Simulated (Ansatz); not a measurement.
# KZnPF: the cost of one run

Computed with Ansatz 0.2.0 (reference: DFT r2SCAN, plane waves, PAW, scalar-relativistic, no spin polarisation, unless a step's input says otherwise).

**1. The structure to begin with**

Symmetry: P4/nmm, No. 129, tetragonal system. Conventional cell: a = 4.149 Å, b = 4.149 Å, c = 9.440 Å, α = 90.00°, β = 90.00°, γ = 90.00°. Around K (site symmetry 4mm) lie 4 F at 2.61 Å. Zn (site symmetry -4m2) is surrounded by 4 P at 2.51 Å. P (site symmetry 4mm) is surrounded by 4 Zn at 2.51 Å. F (site symmetry -4m2) is surrounded by 4 K at 2.61 Å.

Coordinates:

```cif
data_structure
_symmetry_space_group_name_H-M 'P4/nmm:1'
_symmetry_Int_Tables_number 129
_cell_length_a 4.1487
_cell_length_b 4.1487
_cell_length_c 9.4401
_cell_angle_alpha 90.000
_cell_angle_beta 90.000
_cell_angle_gamma 90.000
_cell_volume 162.48
loop_
_atom_site_label
_atom_site_type_symbol
_atom_site_symmetry_multiplicity
_atom_site_Wyckoff_symbol
_atom_site_fract_x
_atom_site_fract_y
_atom_site_fract_z
_atom_site_occupancy
K1 K 2 c 0.50000 0.00000 0.33177 1
Zn1 Zn 2 a 0.50000 0.50000 0.00000 1
P1 P 2 c 0.00000 0.50000 0.14910 1
F1 F 2 b 0.50000 0.50000 0.50000 1
```

**2. The reference run**

File input.yaml:

```yaml
crystal:
  lattice:
    - [4.148733, 0.0, 0.0]
    - [0.0, 4.148733, 0.0]
    - [0.0, 0.0, 9.44012]
  atoms:
    - { symbol: K, position: [0.25, 0.25, 0.33177] }
    - { symbol: K, position: [0.75, 0.75, 0.66823] }
    - { symbol: Zn, position: [0.25, 0.75, 0.0] }
    - { symbol: Zn, position: [0.75, 0.25, 0.0] }
    - { symbol: P, position: [0.75, 0.75, 0.1491] }
    - { symbol: P, position: [0.25, 0.25, 0.8509] }
    - { symbol: F, position: [0.25, 0.75, 0.5] }
    - { symbol: F, position: [0.75, 0.25, 0.5] }
  symmetry: { tolerance: 0.0003 }
kpoints:
  mp_grid: { grid: [4, 4, 2], shift: [0, 0, 0] }
magnetization:
  spin_polarized: false
scf:
  occupations: { method: fermi_dirac }
hamiltonian:
  pseudopotentials: { kind: paw }
  xc: r2scan
basis:
  ecutwfc: 500
output:
  forces: true
  stress: true
  eigenvalues: true
  write_density: true
  write_potential: true
  elf: true
  volumetric_format: npy
relax:
  max_steps: 40
  cell: {}
```

On the command line:

```console
ansatz run input.yaml --threads 1 --pin off --max-ram 2560MiB --backend cpu --events-out ev --progress --plain --runs-dir out
```

What time and memory should one allow on 1 thread of Intel Xeon Platinum 8488C (Sapphire Rapids), shared host?

About 1.8 min, with a peak of 0.88 GiB.
